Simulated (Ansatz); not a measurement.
# GaBHCl+ (doublet): wave-function methods side by side, cc-pVDZ

How much of the correlation energy of GaBHCl+ (doublet) does each wave-function method recover here?

Computed with Ansatz 0.2.0, Gaussian basis. Level: cc-pVDZ, core rule «outside noble gas», up to 20 orbitals frozen.

The runs, in order: UHF; CCSD(T) on ROHF; CCSD(T) on UHF; BCCD(T) on ROHF; CISD as a restricted active space (open shells left free, so some higher excitations enter); CCSDT(Q) on ROHF; CCSDT(Q) on UHF; CASSCF and MRCISD+Q, 9 electrons in 9 orbitals; CASSCF and NEVPT2, 9 electrons in 9 orbitals.

26 further runs of the same task are left out: 2 for a known fault of the program, 13 that didn't finish, 11 set aside as unsound or not needed. Runs told in other sessions of the task aren't counted.

**1. The geometry**

The geometry is a PBE0/def2-TZVP stationary point (not a proven minimum) of the parent state, kept for this charge and spin. No spin-orbit coupling is included. The filled d shell of Ga may be among the frozen orbitals whatever the setting's name suggests.

4 atoms, charge 1, spin multiplicity 2.

Atoms are counted from 1 here; the program's logs count them from 0.

Bond lengths: B1–Ga2 1.909 Å, B1–H4 1.183 Å, Ga2–Cl3 2.110 Å. Angles: Ga2–B1–H4 148.6°, B1–Ga2–Cl3 161.5°.

**2. UHF**

in.yaml

```yaml
crystal:
  periodic: [false, false, false]
  atoms:
    - {symbol: B, position_ang: [0.000000, -0.342826, 2.296381]}
    - {symbol: Ga, position_ang: [0.000000, 0.098129, 0.439441]}
    - {symbol: Cl, position_ang: [0.000000, -0.089117, -1.661752]}
    - {symbol: H, position_ang: [0.000000, 0.023715, 3.421568]}
basis:
  gaussian: {orbitals: cc-pVDZ}
total_charge: 1
magnetization: {spin_polarized: true, initial_magnetization: 1}
hamiltonian: {xc: hf}
output: {orbitals: {seedname: orbitals}}
```

The run is started by

```sh
$ ansatz run in.yaml --threads 1 --pin off --events-out ev --progress --plain --max-ram 2393MiB
```

Further steps of the session: CCSD(T) on ROHF; CCSD(T) on UHF; BCCD(T) on ROHF; CISD as a restricted active space (open shells left free, so some higher excitations enter); CCSDT(Q) on ROHF; CCSDT(Q) on UHF; CASSCF and MRCISD+Q, 9 electrons in 9 orbitals; CASSCF and NEVPT2, 9 electrons in 9 orbitals.

Q: Predict the results of all the runs planned. Wanted: UCCSDT(Q) from the RHF energy; RMP2 from UCCSDT(Q); UMP2 from UCCSDT(Q); RCCSD from UCCSDT(Q); RCCSD(T) from UCCSDT(Q); UCCSD(T) from UCCSDT(Q); RCCSDT(Q) from UCCSDT(Q); T1 diagnostic.

**Answer**, as computed:

| quantity | value |
| --- | --- |
| UCCSDT(Q) from the ROHF energy | -7.3154 eV |
| RMP2 from UCCSDT(Q) | +1139.2 meV |
| UMP2 from UCCSDT(Q) | +1143.0 meV |
| RCCSD from UCCSDT(Q) | +236.4 meV |
| RCCSD(T) from UCCSDT(Q) | +47.7 meV |
| UCCSD(T) from UCCSDT(Q) | +46.7 meV |
| RCCSDT(Q) from UCCSDT(Q) | +3.3 meV |
| levels within 1 kcal/mol (43 meV) | RCCSDT, UCCSDT, RCCSDT(Q) |
| T1 diagnostic | 0.020 |

In words: RCCSD(T) lands +47.7 meV from the yardstick (0.7 % of the correlation energy). These misses are within one basis, not against nature; the frozen cores of restricted and unrestricted runs differ, which can shift their rows.
